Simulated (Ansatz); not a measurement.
# C4H12OSi: the cost of one run

Method: RKS B3LYP-D4/6-31G*, in Ansatz 0.2.0.

## Step 1: The system as given

Bond lengths (14 of 17 bonds, heavy atoms first): Si1–O2 1.680 Å, O2–C3 1.420 Å, Si1–C7 1.870 Å, Si1–C11 1.869 Å, Si1–C15 1.869 Å, C3–H4 1.110 Å, C3–H5 1.110 Å, C3–H6 1.110 Å, C7–H8 1.110 Å, C7–H9 1.110 Å, C7–H10 1.110 Å, C11–H12 1.110 Å, C11–H13 1.110 Å, C11–H14 1.110 Å. Angles (14 of 31 angles, heavy atoms first): Si1–O2–C3 125.0°, O2–Si1–C7 109.4°, O2–Si1–C11 109.5°, O2–Si1–C15 109.5°, C7–Si1–C11 109.5°, C7–Si1–C15 109.5°, C11–Si1–C15 109.5°, O2–C3–H4 109.5°, O2–C3–H5 109.5°, O2–C3–H6 109.5°, Si1–C7–H8 109.5°, Si1–C7–H9 109.5°, Si1–C7–H10 109.5°, Si1–C11–H12 109.5°.

Coordinates:

```xyz
18

Si    0.0000    0.0000    0.0000
O     0.0000    0.0000    1.6800
C    -1.1112   -0.3437    2.4945
H    -1.8140   -0.9775    1.9143
H    -0.7584   -0.9037    3.3856
H    -1.6313    0.5809    2.8212
C     1.7634    0.0000   -0.6227
H     2.1111   -1.0463   -0.7509
H     1.8119    0.5276   -1.5981
H     2.4154    0.5187    0.1108
C    -0.8808    1.5259   -0.6227
H    -1.9334    1.2723   -0.8671
H    -0.8624    2.3106    0.1622
H    -0.3704    1.9025   -1.5336
C    -0.8808   -1.5259   -0.6227
H    -1.3804   -2.0377    0.2261
H    -1.6409   -1.2332   -1.3768
H    -0.1449   -2.2146   -1.0879
```

## Step 2: Preparing the start

Contents of input.yaml:

```yaml
crystal:
  periodic: [false, false, false]
  atoms:
    - { symbol: Si, position_ang: [0.0, 0.0, 0.0] }
    - { symbol: O, position_ang: [0.0, 0.0, 1.68] }
    - { symbol: C, position_ang: [-1.1112, -0.3437, 2.4945] }
    - { symbol: H, position_ang: [-1.814, -0.9775, 1.9143] }
    - { symbol: H, position_ang: [-0.7584, -0.9037, 3.3856] }
    - { symbol: H, position_ang: [-1.6313, 0.5809, 2.8212] }
    - { symbol: C, position_ang: [1.7634, 0.0, -0.6227] }
    - { symbol: H, position_ang: [2.1111, -1.0463, -0.7509] }
    - { symbol: H, position_ang: [1.8119, 0.5276, -1.5981] }
    - { symbol: H, position_ang: [2.4154, 0.5187, 0.1108] }
    - { symbol: C, position_ang: [-0.8808, 1.5259, -0.6227] }
    - { symbol: H, position_ang: [-1.9334, 1.2723, -0.8671] }
    - { symbol: H, position_ang: [-0.8624, 2.3106, 0.1622] }
    - { symbol: H, position_ang: [-0.3704, 1.9025, -1.5336] }
    - { symbol: C, position_ang: [-0.8808, -1.5259, -0.6227] }
    - { symbol: H, position_ang: [-1.3804, -2.0377, 0.2261] }
    - { symbol: H, position_ang: [-1.6409, -1.2332, -1.3768] }
    - { symbol: H, position_ang: [-0.1449, -2.2146, -1.0879] }
basis:
  gaussian: { orbitals: "6-31G*" }
hamiltonian:
  xc: b3lyp
  dispersion: d4
relax:
  f_tol: 0.02
  max_steps: 40
```

Started as:

```console
ansatz run input.yaml --threads 2 --pin off --max-ram 3072MiB --backend cpu --events-out ev --progress --plain --runs-dir out
```

Q: Estimate wall time and peak memory on 2 threads of Arm Neoverse V1, shared host.

About 70 s, with a peak of 0.31 GiB.
